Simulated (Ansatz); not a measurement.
# TeP2: the cost of one run

Computed with Ansatz 0.2.0 (DFT PBE, scalar-relativistic, plane waves, PAW, unless a step's input says otherwise).

### 1 The structure to begin with

It takes space group Cmcm (No. 63, orthorhombic). The conventional cell has a = 9.561 Å, b = 5.423 Å, c = 5.033 Å, α = 90.00°, β = 90.00°, γ = 90.00°. Around Te (site symmetry m2m) lie 10 P at 3.04 to 3.24 Å and 2 Te at 3.17 Å. Around P (site symmetry m) lie 5 Te at 3.04 to 3.24 Å and 7 P at 3.08 to 3.22 Å.

Structure file:

```cif
data_structure
_symmetry_space_group_name_H-M 'Cmcm'
_symmetry_Int_Tables_number 63
_cell_length_a 9.5614
_cell_length_b 5.4230
_cell_length_c 5.0327
_cell_angle_alpha 90.000
_cell_angle_beta 90.000
_cell_angle_gamma 90.000
_cell_volume 260.95
loop_
_atom_site_label
_atom_site_type_symbol
_atom_site_symmetry_multiplicity
_atom_site_Wyckoff_symbol
_atom_site_fract_x
_atom_site_fract_y
_atom_site_fract_z
_atom_site_occupancy
Te1 Te 4 c 0.00000 0.17753 0.25000 1
P1 P 8 g 0.66100 0.18534 0.25000 1
```

Recipe of the guess: species swapped into a database cell of AlAg2 (Cmcm, No. 63), with Te on the Al sites and P on the Ag sites. Its size is a rough estimate.

### 2 The guess as it stands, on a coarse mesh

File input.yaml:

```yaml
crystal:
  lattice:
    - [4.78070486, -2.71151487, 0.0]
    - [4.78070486, 2.71151487, 0.0]
    - [0.0, 0.0, 5.03269903]
  atoms:
    - { symbol: Te, position: [0.82246757, 0.17753243, 0.75] }
    - { symbol: Te, position: [0.17753243, 0.82246757, 0.25] }
    - { symbol: P, position: [0.47566107, 0.84634393, 0.75] }
    - { symbol: P, position: [0.15365607, 0.52433893, 0.75] }
    - { symbol: P, position: [0.84634393, 0.47566107, 0.25] }
    - { symbol: P, position: [0.52433893, 0.15365607, 0.25] }
basis:
  ecutwfc: 420
kpoints:
  mp_grid: { grid: [4, 4, 4] }
hamiltonian:
  xc: pbe
scf:
  occupations: { method: gaussian, width: 0.1 }
  lower_state_search: "off"
output:
  forces: true
  stress: true
  eigenvalues: true
```

The run is started by

```bash
ansatz run input.yaml --threads 1 --pin off --max-ram 2560MiB --backend cpu --events-out ev --progress --plain --runs-dir out
```

What time and memory should one allow on 1 thread of Arm Neoverse V2, shared host?

About 4.5 s, with a peak of 0.39 GiB.
